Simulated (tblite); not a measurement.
**GFN2-xTB run of CH4BFSe (SMILES CB(F)[SeH])**

Wanted: a structure relaxation of CH4BFSe. Input form: a Python script.

The results are computed with tblite 0.8.0.

33 further runs of the same task are left out: 33 set aside as unsound or not needed.

### 1 The molecule

The species is CH4BFSe (8 atoms), meant as a singlet with charge 0. SMILES: `CB(F)[SeH]`. Geometry: relaxed at PBE0-D4/def2-TZVP. This is one conformer, not always the lowest. The run starts from this shape.

Bond lengths: C1–B2 1.557 Å, B2–F3 1.330 Å, B2–Se4 1.950 Å, C1–H5 1.096 Å, C1–H6 1.089 Å, C1–H7 1.095 Å, Se4–H8 1.466 Å. Angles: C1–B2–F3 119.3°, C1–B2–Se4 126.3°, F3–B2–Se4 114.5°, B2–C1–H5 109.2°, B2–C1–H6 114.6°, B2–C1–H7 109.4°, B2–Se4–H8 94.6°, H5–C1–H6 108.5°, H5–C1–H7 106.2°, H6–C1–H7 108.6°.

### 2 A geometry optimisation at GFN2-xTB

start.xyz reads:

```xyz
8

C      0.031600     0.924800    -0.033200
B      0.433300    -0.535500    -0.395600
F      1.392300    -0.742200    -1.294100
Se    -0.342700    -2.163400     0.345700
H     -0.308800     1.440600    -0.937900
H     -0.746600     1.005800     0.724100
H      0.915800     1.469900     0.314200
H     -1.283000    -1.457200     1.221200
```

job.py reads:

```python
"""GFN2-xTB geometry optimisation"""
import json
import numpy as np
from tblite.interface import Calculator
from tblite.interface import symbols_to_numbers
from scipy.optimize import minimize

symbols = list(map(str, np.loadtxt("start.xyz", skiprows=2, usecols=0, dtype=str, ndmin=1)))
numbers = np.array(symbols_to_numbers(symbols))
positions = np.loadtxt("start.xyz", skiprows=2, usecols=(1, 2, 3), ndmin=2) / 0.529177210903

calc = Calculator("GFN2-xTB", numbers, positions, charge=0, uhf=0)
calc.set("verbosity", 0)
calc.set("accuracy", 0.01)
last, frames, energies, grads = [None], [], [], []

def fun(x):
    calc.update(x.reshape(-1, 3))
    last[0] = calc.singlepoint(last[0])
    return float(last[0].get('energy')), last[0].get('gradient').ravel()

def show(x):
    e, g = fun(x)
    frames.append(x.reshape(-1, 3).tolist())
    energies.append(e)
    grads.append(g.reshape(-1, 3).tolist())
    print(f"{len(energies) - 1:4d} {e:16.9f} {np.abs(g).max():12.3e} {np.linalg.norm(g):12.3e}")

print("step      energy/Eh       max grad     grad norm")
show(positions.ravel())
opt = minimize(fun, positions.ravel(), jac=True, method="BFGS", callback=show, options={"gtol": 3e-05, "maxiter": 500})
print("converged:", opt.success, "-", opt.message)
fun(opt.x)
sp = last[0]
final = opt.x.reshape(-1, 3)
print("final geometry (angstrom)")
for s, p in zip(symbols, final * 0.529177210903):
    print(f"{s:<2} {p[0]:12.6f} {p[1]:12.6f} {p[2]:12.6f}")
print(f"Energy: {sp.get('energy') * 27.211386:.8f} eV")
eps = np.atleast_2d(sp.get("orbital-energies")) * 27.211386
occ = np.atleast_2d(sp.get("orbital-occupations"))
filled = occ.sum(axis=0) if eps.shape[0] == 1 else occ[0]
homo = np.nonzero(filled > 0.5)[0].max()
print(f"HOMO {eps[0, homo]:.4f} eV")
if homo + 1 < eps.shape[1]:
    print(f"LUMO {eps[0, homo + 1]:.4f} eV, gap {eps[0, homo + 1] - eps[0, homo]:.4f} eV")
mu = sp.get("dipole") * 2.541746
print(f"dipole: {np.linalg.norm(mu):.4f} D, components " + " ".join(f"{c:.4f}" for c in mu))
q = sp.get("charges")
print("Charges:", " ".join(f"{s}{i + 1}={c:+.4f}" for i, (s, c) in enumerate(zip(symbols, q))))
out = {k: np.asarray(sp.get(k)).tolist() for k in ("energy", "gradient", "charges", "dipole", "orbital-energies", "orbital-occupations")}
out.update(symbols=symbols, positions=(positions * 0.529177210903).tolist(), final=final.tolist(), frames=frames, step_energies=energies, grads=grads, success=bool(opt.success))
json.dump(out, open("results.json", "w"))
```

On the command line:

```
python job.py
```

What values should one expect? Wanted: total energy at the end; dipole moment; HOMO energy; LUMO energy; HOMO–LUMO gap.

Computed results:

At GFN2-xTB:

| quantity | value |
| --- | --- |
| total energy at the end | -13.37810 Eh |
| dipole moment | 2.78 D |
| HOMO energy | -10.81 eV |
| LUMO energy | -6.56 eV |
| HOMO–LUMO gap | 4.25 eV |

**Reading.** At the final geometry: Bond lengths: C1–B2 1.575 Å, B2–F3 1.321 Å, B2–Se4 1.924 Å, C1–H5 1.090 Å, C1–H6 1.087 Å, C1–H7 1.089 Å, Se4–H8 1.441 Å. Angles: C1–B2–F3 119.7°, C1–B2–Se4 125.3°, F3–B2–Se4 115.0°, B2–C1–H5 110.3°, B2–C1–H6 113.9°, B2–C1–H7 110.4°, B2–Se4–H8 97.2°, H5–C1–H6 107.9°, H5–C1–H7 106.0°, H6–C1–H7 108.0°. The optimisation took 22 steps and changed the energy by -0.020 eV. Mulliken charges run from -0.26 on F3 to +0.41 on B2.
